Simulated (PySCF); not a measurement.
**Hg²⁺, Hg³⁺: ionisation energy in def2-SVP with ECP60**

Each state of mercury is computed at each level; their differences give the ionisation energy. How far do the methods differ?

The numbers are computed with PySCF 2.14.0 (unrestricted determinants in a Gaussian basis, no spin-orbit coupling in the energies), except any that are marked as measured or tabulated.

6 further runs of the same task are left out: 1 that didn't finish, 5 set aside as unsound or not needed.

### 1 What is computed

```
Element                                   : mercury (Z = 80)
Basis                                     : def2-SVP with the def2 core potential (60 electrons)
Hamiltonian                               : a scalar-relativistic core potential
State 1                                   : Hg²⁺: [Xe] 4f14 5d10, closed-shell 1S
State 2                                   : Hg³⁺: [Xe] 4f14 5d9, 2D determinant
Methods                                   : UHF, PBE, TPSS, MP2
Core shells frozen in the correlated runs : valence: 5s2 5p6 (for Hg²⁺)
```

The outer shells:

Hg2+ [Xe] 4f14 5d10
```
[Xe] core
4f [↑↓][↑↓][↑↓][↑↓][↑↓][↑↓][↑↓]
5d [↑↓][↑↓][↑↓][↑↓][↑↓]
```

Hg3+ [Xe] 4f14 5d9
```
[Xe] core
4f [↑↓][↑↓][↑↓][↑↓][↑↓][↑↓][↑↓]
5d [↑↓][↑↓][↑↓][↑↓][↑ ]
```

One driver process ran all states and methods and kept the integrals in memory. Each run is shown as a PySCF script that sums up its settings (the driver passes frozen orbitals as a list and adds second-order terms of double hybrids); the logs are those of the runs themselves. The driver starts from symmetry-adapted Hartree-Fock orbitals, holds the occupation by maximum overlap and uses a logarithmic radial grid for functionals, so a plain start would take other cycles.

It was started by

```
$ OMP_NUM_THREADS=1 python atomrun2.py TASK.json OUT
```

The integrals over 32 functions and the set-up took 0.09 s of CPU time.

### 2 Hg²⁺, method by method

Level: UHF.

File input.py:

```python
from pyscf import gto, scf, dft, mp, cc
import basis_set_exchange as bse
txt = bse.get_basis("def2-SVP", elements=["Hg"], fmt="nwchem", header=False)
cut = txt.index("\nECP")
mol = gto.M(atom="Hg 0 0 0", charge=2, spin=0, symmetry="D2h",
            basis=gto.basis.parse(txt[:cut]),
            ecp={"Hg": gto.basis.parse_ecp(txt[cut:])})
mf = scf.UHF(mol)
mf.irrep_nelec = {'Ag': (3, 3), 'B1g': (1, 1), 'B2g': (1, 1), 'B3g': (1, 1), 'B1u': (1, 1), 'B2u': (1, 1), 'B3u': (1, 1)}
mf.kernel()
```

Level: PBE.

input.py, as changed from the run before:

```diff
@@ -7,3 +7,3 @@
             ecp={"Hg": gto.basis.parse_ecp(txt[cut:])})
-mf = scf.UHF(mol)
+mf = dft.UKS(mol, xc="PBE")
 mf.irrep_nelec = {'Ag': (3, 3), 'B1g': (1, 1), 'B2g': (1, 1), 'B3g': (1, 1), 'B1u': (1, 1), 'B2u': (1, 1), 'B3u': (1, 1)}
```

Level: TPSS.

input.py, as changed from the run before:

```diff
@@ -7,3 +7,3 @@
             ecp={"Hg": gto.basis.parse_ecp(txt[cut:])})
-mf = dft.UKS(mol, xc="PBE")
+mf = dft.UKS(mol, xc="TPSS")
 mf.irrep_nelec = {'Ag': (3, 3), 'B1g': (1, 1), 'B2g': (1, 1), 'B3g': (1, 1), 'B1u': (1, 1), 'B2u': (1, 1), 'B3u': (1, 1)}
```

Level: MP2 (valence).

input.py, as changed from the run before:

```diff
@@ -7,4 +7,5 @@
             ecp={"Hg": gto.basis.parse_ecp(txt[cut:])})
-mf = dft.UKS(mol, xc="TPSS")
+mf = scf.UHF(mol)
 mf.irrep_nelec = {'Ag': (3, 3), 'B1g': (1, 1), 'B2g': (1, 1), 'B3g': (1, 1), 'B1u': (1, 1), 'B2u': (1, 1), 'B3u': (1, 1)}
 mf.kernel()
+mp.UMP2(mf, frozen=4).kernel()
```

### 3 Hg³⁺: the ladder of methods

Level: UHF.

File input.py:

```python
from pyscf import gto, scf, dft, mp, cc
import basis_set_exchange as bse
txt = bse.get_basis("def2-SVP", elements=["Hg"], fmt="nwchem", header=False)
cut = txt.index("\nECP")
mol = gto.M(atom="Hg 0 0 0", charge=3, spin=1, symmetry="D2h",
            basis=gto.basis.parse(txt[:cut]),
            ecp={"Hg": gto.basis.parse_ecp(txt[cut:])})
mf = scf.UHF(mol)
mf.irrep_nelec = {'Ag': (3, 2), 'B1g': (1, 1), 'B2g': (1, 1), 'B3g': (1, 1), 'B1u': (1, 1), 'B2u': (1, 1), 'B3u': (1, 1)}
mf.kernel()
```

Level: PBE.

input.py, as changed from the run before:

```diff
@@ -7,3 +7,3 @@
             ecp={"Hg": gto.basis.parse_ecp(txt[cut:])})
-mf = scf.UHF(mol)
+mf = dft.UKS(mol, xc="PBE")
 mf.irrep_nelec = {'Ag': (3, 2), 'B1g': (1, 1), 'B2g': (1, 1), 'B3g': (1, 1), 'B1u': (1, 1), 'B2u': (1, 1), 'B3u': (1, 1)}
```

Level: TPSS.

input.py, as changed from the run before:

```diff
@@ -7,3 +7,3 @@
             ecp={"Hg": gto.basis.parse_ecp(txt[cut:])})
-mf = dft.UKS(mol, xc="PBE")
+mf = dft.UKS(mol, xc="TPSS")
 mf.irrep_nelec = {'Ag': (3, 2), 'B1g': (1, 1), 'B2g': (1, 1), 'B3g': (1, 1), 'B1u': (1, 1), 'B2u': (1, 1), 'B3u': (1, 1)}
```

Level: MP2 (valence).

input.py, as changed from the run before:

```diff
@@ -7,4 +7,5 @@
             ecp={"Hg": gto.basis.parse_ecp(txt[cut:])})
-mf = dft.UKS(mol, xc="TPSS")
+mf = scf.UHF(mol)
 mf.irrep_nelec = {'Ag': (3, 2), 'B1g': (1, 1), 'B2g': (1, 1), 'B3g': (1, 1), 'B1u': (1, 1), 'B2u': (1, 1), 'B3u': (1, 1)}
 mf.kernel()
+mp.UMP2(mf, frozen=4).kernel()
```

**Question.** What will these runs give?

**Answer**, as computed:

| quantity | value |
| --- | --- |
| ionisation energy, Hg²⁺ | UHF 33.706, MP2 (valence) 35.023 eV; reference 34.49 ± 0.05 |

The methods span 1.639 eV, from UHF (33.706) to PBE (35.345). The reference is uncertain or not like for like (spin-orbit coupling or other relativistic terms), so no ranking of close methods is drawn. All values hold for this basis alone; no basis-set limit was taken.
